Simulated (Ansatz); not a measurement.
Working through a rigid torsion scan of C2H6OSSi, SMILES CC1(S)O[SiH2]1

With Ansatz 0.2.0, Python API.

Run as a notebook:

In [1]:
```python
import ansatz as az
from ase import Atoms
```

In [2]:
```python
atoms = Atoms(["C", "C", "S", "O", "Si", "H", "H", "H", "H", "H", "H"], positions=[
    (-0.1757, 0.1654, 1.3884),
    (0.2114, -0.252, 0.0272),
    (1.5042, -1.3625, -0.0629),
    (-0.7762, -0.5, -0.8812),
    (-0.0739, 0.8286, -1.4635),
    (0.5664, 0.8031, 1.8688),
    (-0.4395, -0.643, 2.022),
    (-1.0811, 0.8594, 1.3339),
    (0.8123, -2.4613, -0.1756),
    (0.519, 0.507, -2.7441),
    (-1.0016, 1.9983, -1.2926),
])

# relax first, so that the scan starts from a minimum
first = az.Crystal.molecule_from_ase(atoms).calculation()
first = first.basis(gaussian="def2-SVP")
first = first.functional("cam_b3lyp").relax(force_tolerance=0.02, max_steps=80)
atoms.positions = first.run().report["positions_ang"]
```

In [3]:
```python
start = atoms.get_dihedral(0, 1, 2, 8)
energies = {}
for turn in range(0, 360, 40):
    turned = atoms.copy()
    turned.set_dihedral(0, 1, 2, 8, start + turn, indices=[2, 8])
    base = (
        az.Crystal.molecule_from_ase(turned).calculation()
        .basis(gaussian="def2-SVP")
        .functional("cam_b3lyp")
    )
    energies[round((start + turn) % 360)] = base.run().report["free_energy_ev"]
floor = min(energies.values())
print("dihedral C0-C1-S2-H8 (deg)   E - E(min) (kcal/mol)")
for angle, e in sorted(energies.items()):
    print(f"{angle:8d} {23.060548 * (e - floor):14.3f}  " + "#" * int(30 * (e - floor) / max(max(energies.values()) - floor, 1e-9)))
```
```text
dihedral C0-C1-S2-H8 (deg)   E - E(min) (kcal/mol)
      22          2.148  #############
      62          0.000
     102          1.882  ###########
     142          3.950  ########################
     182          3.475  #####################
     222          3.499  #####################
     262          3.335  ####################
     302          3.961  ########################
     342          4.909  ##############################
```

The scan is rigid and the energies are electronic, in a modest basis. With rigid groups the curve can differ much from the relaxed path, the start wasn't checked as a minimum of this torsion, and equivalent turns needn't return to the same energy. Timing: 110 s on 1 thread of Arm Neoverse V1 (shared host), peak memory 0.37 GiB.
